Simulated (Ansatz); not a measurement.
**C₃H₃B: one structure at several levels**

The task here is to estimate one member of a computed series from the others.

Program: Ansatz 0.2.0, Gaussian basis. Level of theory: single points in def2-TZVPP. These are calculated values, not measurements.

Cores are frozen in the correlated methods.

## Where the work starts

SMILES `B1=CC=C1`, 7 atoms, charge 0, spin multiplicity 1.

Atoms are counted from 1 here; the program's logs count them from 0.

Bond lengths: B1–C2 1.286 Å, B1–C4 1.676 Å, C2–C3 1.632 Å, C2–H5 1.053 Å, C3–C4 1.368 Å, C3–H6 1.026 Å, C4–H7 0.912 Å. Angles: C2–B1–C4 104.3°, B1–C2–C3 78.3°, B1–C2–H5 150.5°, C3–C2–H5 131.1°, C2–C3–C4 102.8°, C2–C3–H6 119.8°, C4–C3–H6 137.0°, B1–C4–C3 74.6°, B1–C4–H7 149.8°, C3–C4–H7 135.4°.

As a file:

```xyz
7
charge 0, multiplicity 1
B     0.5047    0.7546   -0.8702
C    -0.7642    0.5815   -0.7559
C    -0.1879   -0.4186    0.3973
C     1.1650   -0.2324    0.3122
H    -1.7514    0.8283   -1.0285
H    -0.8301   -1.0400    0.9013
H     1.8969   -0.5948    0.7172
```

Set-up of the first run:

run/in.yaml reads:

```yaml
crystal:
  periodic: [false, false, false]
  atoms:
    - {symbol: B, position_ang: [0.504700, 0.754600, -0.870200]}
    - {symbol: C, position_ang: [-0.764200, 0.581500, -0.755900]}
    - {symbol: C, position_ang: [-0.187900, -0.418600, 0.397300]}
    - {symbol: C, position_ang: [1.165000, -0.232400, 0.312200]}
    - {symbol: H, position_ang: [-1.751400, 0.828300, -1.028500]}
    - {symbol: H, position_ang: [-0.830100, -1.040000, 0.901300]}
    - {symbol: H, position_ang: [1.896900, -0.594800, 0.717200]}
basis:
  gaussian: {orbitals: def2-TZVPP}
correlation: {method: ccsd_t}
output: {forces: true}
```

The command line of these runs was not kept.

Steps of the session up to this table: CCSD(T)/def2-TZVPP; PBE0-D4/def2-TZVPP; wB97M-V/def2-TZVPP; r2SCAN-D4/def2-TZVPP; PBE-D4/def2-TZVPP; revPBE-D4/def2-TZVPP; SPW92/def2-TZVPP.

One table of the session follows, with a row left open; its other results are not shown here.

| method | RMS force component (eV/Å) | angle to CCSD(T) forces (°) | dipole (D) |
| --- | --- | --- | --- |
| CCSD(T) | 4.033 | reference | 0.97 |
| PBE0-D4 | 4.165 | 5.2 | 0.91 |
| wB97M-V | 4.099 | 5.3 | 0.89 |
| r2SCAN-D4 | 4.104 | 4.4 | 0.99 |
| PBE-D4 | 4.098 | 3.2 | 0.99 |
| revPBE-D4 | ? | ? | ? |
| SPW92 | 4.219 | 7.1 | 0.98 |

**Question.** Estimate the row for revPBE-D4.

As computed: RMS force component (eV/Å): 4.087; angle to CCSD(T) forces (°): 2.2; dipole (D): 0.99. In the column «RMS force component (eV/Å)» it lies between CCSD(T) (4.033) and PBE-D4 (4.098).
